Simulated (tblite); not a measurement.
# C2H8AsOSi2: the cost of one run

Computed with tblite 0.8.0 and PySCF 2.14.0, with density-fitted response routines of our own, on a single molecule in the gas phase. Atoms are numbered from 0 throughout.

## (1) The molecule as given

14 atoms, charge 0, multiplicity 2; geometry from: force field or distance geometry start.

Bonds of the start (Å): C0–C1 1.35, C1–Si2 1.84, Si2–As3 2.31, Si2–O4 1.73, O4–Si5 1.73, C0–H6 1.08, C0–H7 1.09, Si2–H8 1.48, As3–H9 1.58, As3–H10 1.56, Si5–H11 1.47, Si5–H12 1.46, Si5–H13 1.47.

## (2) Geometry optimisation with GFN2-xTB

The job: settings as JSON, then the geometry in Å.

```
{"job": {"kind": "relax", "xc": "GFN2-xTB", "basis": "xTB"}, "charge": 0, "multiplicity": 2}
C      0.390400    -2.366900     0.351800
C     -0.025300    -1.611900    -0.683200
Si     0.362000     0.189600    -0.750900
As     2.652700     0.490700    -0.839300
O     -0.261700     0.986100     0.653400
Si    -1.962300     1.154100     0.407200
H      0.146800    -3.419000     0.365300
H      0.948100    -1.927600     1.180900
H     -0.212300     0.759900    -1.985900
H      2.800600     0.106600     0.684000
H      2.521700     2.007600    -0.517600
H     -2.589100    -0.170000     0.252800
H     -2.233700     1.991200    -0.761300
H     -2.538500     1.809300     1.585900
```

Started as:

```console
$ OMP_NUM_THREADS=1 python probes_run.py task.json out
```

This one command runs all jobs of the session in turn.

Q: Estimate the wall time of this first job on 1 thread of AMD EPYC 7B13, shared host.

About 1.5 s.
